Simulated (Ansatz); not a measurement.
YZn, space group Fm-3m: relaxations under a series of pressures, run with Ansatz's Python interface.

`compress_yzn.py`:
```python
import warnings

import ansatz
import numpy as np
import pandas as pd

def edges_and_angles(cell):
    cell = np.asarray(cell)
    a, b, c = np.linalg.norm(cell, axis=1)
    cosines = cell[1] @ cell[2] / (b * c), cell[0] @ cell[2] / (a * c), cell[0] @ cell[1] / (a * b)
    return (a, b, c, *np.degrees(np.arccos(cosines)))


def main() -> None:
    warnings.simplefilter('ignore', ansatz.DeckWarning)

    structure = (
        ansatz.Lattice.fcc(5.925974)
        .space_group(225)
        .atom('Y', (0.0, 0.0, 0.0))
        .atom('Zn', (0.5, 0.0, 0.0))
        .primitive()
    )

    calculation = (
        structure.calculation()
        .functional('r2scan')
        .pseudopotentials('paw')
        .kpoints(length=26)
        .occupations(ansatz.OccupationsMethod.FERMI_DIRAC, width=0.05)
    )

    rows = []
    for pressure in [0, 2, 4, 6, 8]:
        result = calculation.relax(cell=True, pressure=pressure, max_steps=40).run(threads=1)
        cell = result.lattice.cell_ang
        n_atoms = len(result.lattice.sites)
        volume = abs(np.linalg.det(cell)) / n_atoms
        enthalpy = result.report['free_energy_ev'] / n_atoms + pressure * volume / 160.21766
        rows.append((pressure, volume, enthalpy, *edges_and_angles(cell)))
        print(f'{pressure} GPa done: {volume:.4f} A^3/atom')

    table = pd.DataFrame(rows, columns=['P_GPa', 'V_A3_atom', 'H_eV_atom', 'a', 'b', 'c', 'alpha', 'beta', 'gamma'])
    print(table.round(4).to_string(index=False))
    p, v = np.array([row[0] for row in rows], float), np.array([row[1] for row in rows])
    print('mean bulk modulus between rows (GPa):', np.round(-np.diff(p) / np.diff(np.log(v)), 1))


if __name__ == '__main__':
    main()
```

Its results, one of them left out:

| P (GPa) | relaxed V (Å³/atom) |
| --- | --- |
| 0 | 25.622 |
| 2 | 24.781 |
| 4 | ? |
| 6 | 23.440 |
| 8 | 22.875 |

What volume does the cell relax to at 4 GPa?

Murnaghan's form V = V0 (1 + B' P / B0)^(-1/B') through the 4 rows shown gives V0 = 25.620 Å³, B0 = 56.7 GPa and B' = 3.74, and so 24.066 Å³ an atom at 4 GPa. The run gave 24.072 Å³, 0.03 % away.

Caveats:
- The run is spin-unpolarised.
- At a fixed pressure a relaxation lowers the enthalpy F + PV, while F alone can rise.
- The mesh is modest for a metal, so energies can be off by several to tens of meV an atom and pressures by half a GPa or more; differences at equal mesh fare better.
- The structure comes from a database of computed cells and needn't be a stable or known phase.
- Symmetry holds the cell in this phase, whether or not it is the stable one at each pressure.
- It ran for 97 s on 1 thread of Arm Neoverse V1 (shared host), peak memory 0.55 GiB.
